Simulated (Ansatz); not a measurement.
Runs of Ansatz 0.2.0 on Ta4O. It takes space group P4/mmm (No. 123, tetragonal). Conventional cell: a = 3.257 Å, b = 3.257 Å, c = 7.409 Å, α = 90.00°, β = 90.00°, γ = 90.00°. Ta (site symmetry 4/mmm) has 8 Ta at 2.81 Å as nearest neighbours. Around Ta (site symmetry 4mm) lie 1 O at 2.10 Å. Ta (site symmetry 4/mmm) has 4 O at 2.30 Å as nearest neighbours. O (site symmetry 4/mmm) is surrounded by 6 Ta at 2.10 to 2.30 Å. The cell comes from a database or a generator and needn't be the stable form of this composition.

```csv
level,gap on the mesh (eV),pressure (GPa),relaxed volume (Å³/atom)
PBEsol+D3(BJ),none,0.0,14.73
PBEsol+D4,none,0.0,15.03
PBEsol+D3(BJ)-ATM,none,0.0,(a)
PBEsol,none,0.0,15.14
```

Alike in all rows: task relaxation of cell and atoms; potentials or basis Ansatz PAW; no spin polarisation; cell relaxed; k mesh 8 × 8 × 4; cutoff (eV) 420; smearing fermi-dirac 0.05 eV.

Task: Fill in the values left out.

Result: (a) 14.81.

Caveats: the plane-wave basis is chosen anew once the cell has moved, so the energies of steps on either side of that aren't comparable; the PAW data sets come from PBE, with cores solved anew for the run's functional, which leaves a small shift of forces and pressure; pairwise dispersion overbinds metals, which lowers pressure and volume (some runs).

A k mesh can miss the band edges, and the runs leave out spin-orbit coupling on Ta.

A gap of «none» marks a metal or a gap under the smearing width.
